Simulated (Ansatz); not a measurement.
**C2H10InN: up Jacob's ladder to CCSD(T)**

Aim: compute C2H10InN with functionals from several rungs and with coupled cluster, and see how far each lands from CCSD(T) at the basis-set limit for the atomisation energy.

Program: Ansatz 0.2.0, Gaussian basis. Level of theory: functionals in def2-TZVPP, the program's frozen cores in correlated methods. These are calculated values, not measurements.

The runs, in order: LDA (SPW92), PBE-D4, revPBE-D4, BLYP-D4, r2SCAN-D4, B97M-V, PBE0-D4, B3LYP-D4, r2SCANh-D4, r2SCAN0-D4, HSE06-D4, BHLYP-D4, CAM-B3LYP-D4, LC-ωPBE, ωB97X-V, ωB97M-V, B2PLYP, PBE-QIDH; CCSD(T)/def2-SVP; CCSD(T)/def2-TZVPP; MP2/def2-QZVPP; extrapolation to the limit; RPA on PBE.

## 1. The relaxed structure

All runs share one geometry, relaxed beforehand with PBE0-D4 in a triple-zeta def2 set. In takes the def2 core potential; no spin-orbit term is included.

SMILES `[CH3][InH-]([CH3])[NH3+]`, 14 atoms, charge 0, spin multiplicity 1.

Atoms are counted from 1 here; the program's logs count them from 0.

Bond lengths: C1–In2 2.174 Å, C1–H5 1.092 Å, C1–H6 1.093 Å, C1–H7 1.093 Å, In2–C3 2.174 Å, In2–N4 2.421 Å, In2–H8 1.746 Å, C3–H9 1.093 Å, C3–H10 1.093 Å, C3–H11 1.093 Å, N4–H12 1.013 Å, N4–H13 1.013 Å, N4–H14 1.013 Å. Angles: In2–C1–H5 111.5°, In2–C1–H6 110.3°, In2–C1–H7 111.2°, H5–C1–H6 107.5°, H5–C1–H7 108.6°, H6–C1–H7 107.5°, C1–In2–C3 118.6°, C1–In2–N4 96.5°, C1–In2–H8 119.1°, C3–In2–N4 96.4°, C3–In2–H8 119.0°, N4–In2–H8 95.2°, In2–C3–H9 111.2°, In2–C3–H10 110.4°, In2–C3–H11 111.5°, H9–C3–H10 107.5°, H9–C3–H11 108.6°, H10–C3–H11 107.5° and more.

## 2. LDA

This LDA is Slater exchange with PW92 correlation.

Contents of in.yaml:

```yaml
crystal:
  periodic: [false, false, false]
  atoms:
    - {symbol: C, position_ang: [-1.004355, 1.540283, -1.032328]}
    - {symbol: In, position_ang: [-0.509695, 0.216752, 0.619675]}
    - {symbol: C, position_ang: [1.492995, 0.304765, 1.460614]}
    - {symbol: N, position_ang: [-0.153756, -1.768677, -0.719632]}
    - {symbol: H, position_ang: [-1.878447, 1.184559, -1.582746]}
    - {symbol: H, position_ang: [-1.235935, 2.541415, -0.660799]}
    - {symbol: H, position_ang: [-0.167612, 1.633330, -1.728966]}
    - {symbol: H, position_ang: [-1.801641, -0.465393, 1.576148]}
    - {symbol: H, position_ang: [2.242856, 0.464359, 0.681838]}
    - {symbol: H, position_ang: [1.571983, 1.133768, 2.168094]}
    - {symbol: H, position_ang: [1.740885, -0.612063, 2.000616]}
    - {symbol: H, position_ang: [-0.014587, -2.578183, -0.126492]}
    - {symbol: H, position_ang: [-0.955766, -1.950423, -1.311487]}
    - {symbol: H, position_ang: [0.660073, -1.673693, -1.315635]}
basis:
  gaussian: {orbitals: def2-TZVPP}
hamiltonian: {xc: lda}
output: {orbitals: {seedname: orbitals}}
```

Run with:

```
ansatz run in.yaml --threads 2 --pin off --events-out ev --progress --plain --max-ram 32768MiB --backend cpu
```

The runs that follow: PBE-D4 (GGA); revPBE-D4 (GGA); BLYP-D4 (GGA); r2SCAN-D4 (meta-GGA); B97M-V (meta-GGA); PBE0-D4 (hybrid); B3LYP-D4 (hybrid); r2SCANh-D4 (hybrid); r2SCAN0-D4 (hybrid); HSE06-D4 (hybrid); BHLYP-D4 (hybrid); CAM-B3LYP-D4 (range-separated); LC-ωPBE (range-separated); ωB97X-V (range-separated); ωB97M-V (range-separated); B2PLYP (double hybrid); PBE-QIDH (double hybrid); CCSD(T) in def2-SVP; CCSD(T) in def2-TZVPP; MP2 in def2-QZVPP; RPA on PBE orbitals.

**Question.** What will the summary of the whole plan be? Wanted: atomisation energy, CCSD(T)/CBS; farthest beyond LDA; mean size of error, GGA; mean size of error, meta-GGA; mean size of error, hybrid; mean size of error, range-separated; mean size of error, double hybrid; gap, smallest and largest; T1 diagnostic.

As calculated:

| quantity | value |
| --- | --- |
| atomisation energy, CCSD(T)/CBS | 4579.8 kJ/mol |
| functionals within 45.8 kJ/mol (1.0 %) | PBE-D4, r2SCAN-D4, B97M-V, PBE0-D4, B3LYP-D4, HSE06-D4, CAM-B3LYP-D4, LC-ωPBE, ωB97X-V, ωB97M-V |
| farthest beyond LDA | BHLYP-D4 (-115.5 kJ/mol) |
| mean size of error, GGA | 50.8 kJ/mol |
| mean size of error, meta-GGA | 23.9 kJ/mol |
| mean size of error, hybrid | 55.6 kJ/mol |
| mean size of error, range-separated | 12.7 kJ/mol |
| mean size of error, double hybrid | 68.2 kJ/mol |
| gap, smallest and largest | 4.23 eV (BLYP-D4), 10.85 eV (LC-ωPBE) |
| T1 diagnostic | 0.0110 |
| triples share of the correlation energy | 3.3 % |

**Reading.** LDA overbinds by 552.2 kJ/mol (12 %). PBE-D4 misses by +8.2 kJ/mol. Double hybrids carry the basis error of their MP2 part in triple zeta, and no dispersion term here, so their miss is partly the set-up's. The rungs range-separated, meta-GGA miss on average by less than the doubt on the reference (45.8 kJ/mol), so they tie. Misses under about 45.8 kJ/mol are within the doubt on the reference itself, which lacks core-valence correlation, spin-orbit coupling and higher excitations, and its outer-core shells are covered unevenly. All levels share the lack of spin-orbit coupling, which lowers the free heavy atoms and so the true binding. Hartree-Fock recovers 73 % of the binding; the rest is correlation. CCSD(T) in def2-SVP is off by -255.8 kJ/mol, more than most functionals: a good method in a small basis is no reference. Orbital gaps span 4.2 to 10.9 eV; exact exchange widens them. Correlated methods include outer-core shells of In, which these sets cover unevenly.
